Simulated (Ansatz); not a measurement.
# SiH₄Se (built from SMILES [SeH2].[SiH2]): single points off equilibrium

How do the functionals fare away from a minimum? The structure is a displaced guess of a reacting structure.

Method: single points in def2-TZVPP; program: Ansatz 0.2.0, Gaussian basis.

Cores are frozen in the correlated methods. Filled d shells of the heavier atoms are correlated.

### Step 1. Starting geometry

6 atoms, charge 0, spin multiplicity 1.

Atoms are counted from 1 here; the program's logs count them from 0.

Bond lengths: Si1–H2 1.475 Å, Si1–H4 1.455 Å, Si1–H5 1.426 Å, Se3–H6 1.398 Å. Angles: H2–Si1–H4 119.4°, H2–Si1–H5 115.6°, H4–Si1–H5 118.4°.

Geometry (Å):

```tsv
atom	x (Å)	y (Å)	z (Å)
Si1	1.0679	0.2009	0.0611
H2	0.2470	-0.9125	-0.4516
Se3	-1.5697	-0.7184	0.3214
H4	0.8734	1.5389	-0.4765
H5	1.5149	0.0686	1.4089
H6	-2.0101	-0.0424	-0.8208
```

### Step 2. CCSD(T)/def2-TZVPP

run/in.yaml reads:

```yaml
crystal:
  periodic: [false, false, false]
  atoms:
    - {symbol: Si, position_ang: [1.067900, 0.200900, 0.061100]}
    - {symbol: H, position_ang: [0.247000, -0.912500, -0.451600]}
    - {symbol: Se, position_ang: [-1.569700, -0.718400, 0.321400]}
    - {symbol: H, position_ang: [0.873400, 1.538900, -0.476500]}
    - {symbol: H, position_ang: [1.514900, 0.068600, 1.408900]}
    - {symbol: H, position_ang: [-2.010100, -0.042400, -0.820800]}
basis:
  gaussian: {orbitals: def2-TZVPP}
correlation: {method: ccsd_t}
output: {forces: true}
```

The command line of these runs was not kept.

### Step 3. PBE0-D4/def2-TZVPP

Edit run/in.yaml of step 2 so:

```diff
@@ -11,3 +11,3 @@
   gaussian: {orbitals: def2-TZVPP}
-correlation: {method: ccsd_t}
-output: {forces: true}
+hamiltonian: {xc: pbe0, dispersion: d4}
+output: {forces: true, orbitals: {seedname: orbitals}}
```

### Step 4. wB97M-V/def2-TZVPP

Edit run/in.yaml of step 3 so:

```diff
@@ -11,3 +11,3 @@
   gaussian: {orbitals: def2-TZVPP}
-hamiltonian: {xc: pbe0, dispersion: d4}
-output: {forces: true, orbitals: {seedname: orbitals}}
+hamiltonian: {xc: {name: wB97M-V}}
+output: {forces: true}
```

### Step 5. r2SCAN-D4/def2-TZVPP

Edit run/in.yaml of step 4 so:

```diff
@@ -11,3 +11,3 @@
   gaussian: {orbitals: def2-TZVPP}
-hamiltonian: {xc: {name: wB97M-V}}
+hamiltonian: {xc: r2scan, dispersion: d4}
 output: {forces: true}
```

### Step 6. PBE-D4/def2-TZVPP

Edit run/in.yaml of step 5 so:

```diff
@@ -11,3 +11,3 @@
   gaussian: {orbitals: def2-TZVPP}
-hamiltonian: {xc: r2scan, dispersion: d4}
+hamiltonian: {xc: pbe, dispersion: d4}
 output: {forces: true}
```

### Step 7. LC-wPBE/def2-TZVPP

Edit run/in.yaml of step 6 so:

```diff
@@ -11,3 +11,3 @@
   gaussian: {orbitals: def2-TZVPP}
-hamiltonian: {xc: pbe, dispersion: d4}
+hamiltonian: {xc: {name: LC-wPBE}}
 output: {forces: true}
```

### Step 8. r2SCANh-D4/def2-TZVPP

Edit run/in.yaml of step 7 so:

```diff
@@ -11,3 +11,3 @@
   gaussian: {orbitals: def2-TZVPP}
-hamiltonian: {xc: {name: LC-wPBE}}
+hamiltonian: {xc: {name: r2SCANh}, dispersion: d4}
 output: {forces: true}
```

(Steps that only read results are left out.)

Before running it: what results should come out? Wanted: energy less free atoms, CCSD(T)/def2-TZVPP; RMS force component; RMS force error; HOMO and LUMO, PBE0-D4; T1 diagnostic.

As calculated:

```
                                  quantity                                                                                              value
energy less free atoms, CCSD(T)/def2-TZVPP                                                                                     -1329.1 kJ/mol
                       RMS force component                                                               0.822 to 0.945 eV/Å over the methods
                           RMS force error  PBE0-D4 0.097, wB97M-V 0.142, r2SCAN-D4 0.063, PBE-D4 0.179, LC-wPBE 0.244, r2SCANh-D4 0.066 eV/Å
                    HOMO and LUMO, PBE0-D4                                                                                 -6.16 and -2.44 eV
                             T1 diagnostic                                                                                              0.015
```

Against CCSD(T) the functionals' energies less atoms differ by -48.4 to +39.6 kJ/mol, PBE-D4 by -45.4 kJ/mol. The reference is not at the basis limit: in triple zeta CCSD(T) underbinds, which counts against methods that bind more; the gaps are no ranking. On forces the order runs from r2SCAN-D4 to LC-wPBE. Frozen-core CCSD(T) forces in triple zeta carry basis errors of their own, and this is one geometry, so small gaps rank nothing. The restricted Hartree–Fock reference is unstable towards an unrestricted one at one or more of these structures.
